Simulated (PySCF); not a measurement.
# C7H7N (4-vinylpyridine): the cost of one run

Computed with PySCF 2.14.0 and routines of our own; the level stands in each step. Atoms count from 0.

## 1. The starting structure

15 atoms, charge 0, multiplicity 1; geometry from: GFN2-xTB.

## 2. Geometry optimisation at PBE0-D3(BJ)/def2-SVP

What the job is given:

```
{"job": {"xc": "PBE0", "basis": "def2-SVP", "d3": "d3bj", "grid": 2, "kind": "geom"}, "charge": 0, "multiplicity": 1}
C     -2.444062     0.997780     0.052456
C     -1.693337    -0.069347    -0.190479
C     -0.242397    -0.150274    -0.070378
C      0.564504     0.918567     0.326286
C      1.933032     0.731742     0.406934
N      2.538005    -0.411440     0.128597
C      1.780912    -1.428332    -0.247837
C      0.404122    -1.353774    -0.363303
H     -3.513734     0.967502    -0.063175
H     -2.032266     1.939039     0.373542
H     -2.168184    -0.988667    -0.511160
H      0.138982     1.879327     0.568603
H      2.585564     1.540236     0.711158
H      2.309525    -2.347167    -0.467360
H     -0.165079    -2.217203    -0.675795
```

On the command line:

```sh
> OMP_NUM_THREADS=1 python excited_run.py task.json out
```

One launch serves the whole session: the jobs run in the order shown.

Q: Estimate the wall time and peak memory of this first job on 1 thread of Arm Neoverse V1, shared host.

About 28 s, with a peak of 0.72 GiB.
